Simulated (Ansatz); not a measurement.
# SnH3O radical: a ladder of functionals and wavefunction methods

An exercise on one series of results from a longer session: the logs are not shown, and one member is left open.

Computed with Ansatz 0.2.0, Gaussian basis. Level: functionals in def2-TZVPP, the program's frozen cores in correlated methods.

Levels to be run: LDA (SPW92), PBE-D4, revPBE-D4, BLYP-D4, r2SCAN-D4, B97M-V, PBE0-D4, B3LYP-D4, r2SCANh-D4, r2SCAN0-D4, HSE06-D4, BHLYP-D4, CAM-B3LYP-D4, LC-ωPBE, ωB97X-V, ωB97M-V, B2PLYP, PBE-QIDH; CCSD(T)/def2-SVP; CCSD(T)/def2-TZVPP; CCSD(T)/def2-QZVPP; extrapolation to the limit; RPA on PBE.

1 further run of the same task is left out (for a known fault of the program).

### Structure used throughout

All runs share one geometry, relaxed beforehand with PBE0-D4 in a triple-zeta def2 set. Sn takes the def2 core potential; no spin-orbit term is included.

SMILES `[OH][SnH2]`, 5 atoms, charge 0, spin multiplicity 2.

Atoms are counted from 1 here; the program's logs count them from 0.

Bond lengths: O1–Sn2 1.976 Å, O1–H3 0.960 Å, Sn2–H4 1.735 Å, Sn2–H5 1.722 Å. Angles: Sn2–O1–H3 113.3°, O1–Sn2–H4 106.9°, O1–Sn2–H5 101.9°, H4–Sn2–H5 111.7°.

The first run:

in.yaml reads:

```yaml
crystal:
  periodic: [false, false, false]
  atoms:
    - {symbol: O, position_ang: [0.707361, -0.732935, 0.861875]}
    - {symbol: Sn, position_ang: [0.104492, 0.308848, -0.705519]}
    - {symbol: H, position_ang: [0.368586, -1.631323, 0.873208]}
    - {symbol: H, position_ang: [-1.606838, 0.061318, -0.845924]}
    - {symbol: H, position_ang: [0.476300, 1.920394, -0.224940]}
basis:
  gaussian: {orbitals: def2-TZVPP}
magnetization: {spin_polarized: true, initial_magnetization: 1}
hamiltonian: {xc: lda}
output: {orbitals: {seedname: orbitals}}
```

Started as:

```sh
ansatz run in.yaml --threads 2 --pin off --events-out ev --progress --plain --max-ram 22528MiB --backend cpu
```

Among the steps run: LDA; PBE-D4 (GGA); revPBE-D4 (GGA); BLYP-D4 (GGA); r2SCAN-D4 (meta-GGA); B97M-V (meta-GGA); B3LYP-D4 (hybrid); r2SCANh-D4 (hybrid); r2SCAN0-D4 (hybrid); HSE06-D4 (hybrid); BHLYP-D4 (hybrid); CAM-B3LYP-D4 (range-separated); LC-ωPBE (range-separated); ωB97X-V (range-separated); ωB97M-V (range-separated); B2PLYP (double hybrid); PBE-QIDH (double hybrid).

One table of the session follows, with a row left open; its other results are not shown here.

It belongs to the step «Frontier levels by functional». 

| functional | HOMO (eV) | LUMO (eV) | gap (eV) |
| --- | --- | --- | --- |
| LDA (SPW92) | -5.09 | -4.31 | 0.77 |
| PBE-D4 | -5.04 | -4.00 | 1.04 |
| revPBE-D4 | -5.01 | -3.89 | 1.13 |
| BLYP-D4 | -4.90 | -4.05 | 0.85 |
| r2SCAN-D4 | -5.41 | -3.68 | 1.73 |
| B97M-V | -5.24 | -4.20 | 1.04 |
| PBE0-D4 | ? | ? | ? |
| B3LYP-D4 | -5.94 | -3.56 | 2.38 |
| r2SCANh-D4 | -5.83 | -3.38 | 2.45 |
| r2SCAN0-D4 | -6.44 | -2.93 | 3.51 |
| HSE06-D4 | -5.77 | -3.52 | 2.25 |
| BHLYP-D4 | -7.13 | -2.43 | 4.69 |
| CAM-B3LYP-D4 | -7.39 | -2.30 | 5.09 |
| LC-ωPBE | -8.72 | -0.91 | 7.81 |
| ωB97X-V | -8.27 | -1.30 | 6.97 |
| ωB97M-V | -8.19 | -1.43 | 6.76 |

Estimate the missing values for PBE0-D4.

As computed: HOMO (eV): -6.16; LUMO (eV): -3.15; gap (eV): 3.01. In the column «HOMO (eV)» it lies between r2SCAN0-D4 (-6.44) and B3LYP-D4 (-5.94).
